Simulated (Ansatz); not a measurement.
Nudged elastic band run: Mg8HO8, charge +1

input.yaml

```yaml
crystal:
  lattice:
    - [0.0, 4.408, 4.408]
    - [4.408, 0.0, 4.408]
    - [4.408, 4.408, 0.0]
  atoms:
    - { symbol: Mg, position: [0.00030053, 0.01242701, 0.00061572] }
    - { symbol: O, position: [0.24704321, 0.26274511, 0.24745694] }
    - { symbol: Mg, position: [0.00039068, 0.01244739, 0.48637371] }
    - { symbol: O, position: [0.24705977, 0.2626848, 0.74260202] }
    - { symbol: Mg, position: [-0.00514834, 0.51421075, -0.004652] }
    - { symbol: O, position: [0.24332811, 0.76925204, 0.24366872] }
    - { symbol: Mg, position: [0.02298083, 0.52125863, 0.47778074] }
    - { symbol: O, position: [0.25281292, 0.75261781, 0.74719224] }
    - { symbol: Mg, position: [0.48587244, 0.01249898, 0.00077296] }
    - { symbol: O, position: [0.74218961, 0.26263348, 0.24750014] }
    - { symbol: Mg, position: [0.49911653, 0.00180868, 0.49947815] }
    - { symbol: O, position: [0.75124696, 0.24475809, 0.75180706] }
    - { symbol: Mg, position: [0.47751144, 0.5212217, 0.02312533] }
    - { symbol: O, position: [0.74669028, 0.7523731, 0.25359154] }
    - { symbol: Mg, position: [0.4777056, 0.52113333, 0.47812839] }
    - { symbol: O, position: [0.74665506, 0.75214765, 0.74712551] }
    - { symbol: H, position: [0.68751925, 0.43847363, 0.68724314] }
total_charge: 1
basis:
  ecutwfc: 420.0
kpoints:
  mp_grid: { grid: [2, 2, 2] }
hamiltonian:
  xc: pbesol
  pseudopotentials: { kind: paw, azcp: { folder: soft_1 } }
scf:
  occupations: { method: gaussian, width: 0.05 }
  lower_state_search: "off"
neb:
  images: 5
  f_tol: 0.05
  initial_path: linear
  max_iterations: 80
  spring: 1.0
  final_atoms:
    - { symbol: Mg, position: [0.02243457, -0.02257883, -0.02238961] }
    - { symbol: O, position: [0.25285518, 0.2363341, 0.2578519] }
    - { symbol: Mg, position: [0.02249905, -0.02261935, 0.52263204] }
    - { symbol: O, position: [0.25284635, 0.2363654, 0.75299415] }
    - { symbol: Mg, position: [0.01366573, 0.48667932, -0.0001373] }
    - { symbol: O, position: [0.24645671, 0.74693452, 0.25331611] }
    - { symbol: Mg, position: [0.00080319, 0.49734357, 0.50094797] }
    - { symbol: O, position: [0.25664705, 0.72975644, 0.75683448] }
    - { symbol: Mg, position: [0.50460129, -0.01400029, 0.00470532] }
    - { symbol: O, position: [0.74724925, 0.25811723, 0.24730809] }
    - { symbol: Mg, position: [0.47735645, -0.02263417, 0.52265551] }
    - { symbol: O, position: [0.75768997, 0.23637249, 0.7529906] }
    - { symbol: Mg, position: [0.49969129, 0.4866808, -0.00012636] }
    - { symbol: O, position: [0.75319677, 0.74696136, 0.25332081] }
    - { symbol: Mg, position: [0.49971879, 0.48668458, 0.51376532] }
    - { symbol: O, position: [0.75320452, 0.74704005, 0.74645019] }
    - { symbol: H, position: [0.81158533, 1.06460289, 0.31204264] }
  order_check: true
```

Command:

```bash
$ ansatz run input.yaml --threads 1 --pin off --max-ram 3072MiB --backend cpu --events-out ev --progress --plain --runs-dir out
```

Output, in part (warnings, iteration lines):

```
NEB end point (image 0): max|allowed force component| = 1.857e-2 eV/Å (the criterion of neb.relax_end_points is 1.000e-2)
NEB end point (image 6): max|allowed force component| = 2.131e-3 eV/Å (the criterion of neb.relax_end_points is 1.000e-2)
NEB iter   1: max|band force component| = 3.715e0 eV/Å  barrier→ = 2.7449 eV  barrier← = 2.7455 eV  Δτ_max = 0.1586 Å  (56 SCF iters)
NEB iter   2: max|band force component| = 1.328e0 eV/Å  barrier→ = 1.4575 eV  barrier← = 1.4580 eV  Δτ_max = 0.1987 Å  (35 SCF iters)
NEB iter   3: max|band force component| = 6.301e-1 eV/Å  barrier→ = 0.9587 eV  barrier← = 0.9592 eV  Δτ_max = 0.1724 Å  (35 SCF iters)
NEB iter   4: max|band force component| = 1.355e0 eV/Å  barrier→ = 0.9909 eV  barrier← = 0.9914 eV  Δτ_max = 0.0851 Å  (34 SCF iters)
NEB iter   5: max|band force component| = 8.946e-1 eV/Å  barrier→ = 0.9022 eV  barrier← = 0.9027 eV  Δτ_max = 0.0851 Å  (35 SCF iters)
NEB iter   6: max|band force component| = 1.019e0 eV/Å  barrier→ = 0.7167 eV  barrier← = 0.7173 eV  Δτ_max = 0.0854 Å  (31 SCF iters)
NEB iter   7: max|band force component| = 1.040e0 eV/Å  barrier→ = 0.5422 eV  barrier← = 0.5428 eV  Δτ_max = 0.0428 Å  (31 SCF iters)
NEB iter   8: max|band force component| = 6.372e-1 eV/Å  barrier→ = 0.5054 eV  barrier← = 0.5059 eV  Δτ_max = 0.0858 Å  (30 SCF iters)
[... lines left out ...]
NEB iter  20: max|band force component| = 6.410e-2 eV/Å  barrier→ = 0.2526 eV  barrier← = 0.2531 eV  CI = image 5  Δτ_max = 0.0429 Å  (30 SCF iters)
NEB iter  21: max|band force component| = 5.783e-2 eV/Å  barrier→ = 0.2522 eV  barrier← = 0.2527 eV  CI = image 5  Δτ_max = 0.0428 Å  (30 SCF iters)
NEB iter  22: max|band force component| = 4.315e-2 eV/Å  barrier→ = 0.2520 eV  barrier← = 0.2525 eV  CI = image 5  Δτ_max = 0.0064 Å  (30 SCF iters)
```

The run converged. The band force fell under the threshold earlier too, but the program's further tests of the path sent the band on. The profile has 2 maxima (images 1, 5) with wells between them (image 4): this band takes more than one step, which may be the mechanism or a detour left from its start path. By the program's own check the climbing image is of a kind that is not told: the force calls were inconclusive, a negative curvature could not be distinguished from the path's own, the only one lies far off the path, or fixed occupations may fill a level only in part (lowest curvatures found: -4.89 and 0.47 eV/Å²). Limits of this set-up: coarse k mesh, PAW files made for another functional, a small cell, in which the defect meets its images, charged cell in a uniform background, uncorrected.

Final band (atoms are numbered from 1 in the order of the input):

```
image  path coordinate (Å)  energy (eV)  O12–H17 (Å)  O10–H17 (Å)
    0                 0.00        0.000         0.99         3.24
    1                 0.95        0.115         1.03         2.64
    2                 1.89        0.060         1.82         2.79
    3                 2.81        0.029         2.62         2.99
    4                 3.73        0.019         3.09         2.17
    5                 4.66        0.252         2.81         1.25
    6                 5.79       -0.001         3.24         0.98
```

Time of the run: 22 min on 1 thread of Arm Neoverse V1 (shared host), peak memory 0.77 GiB.
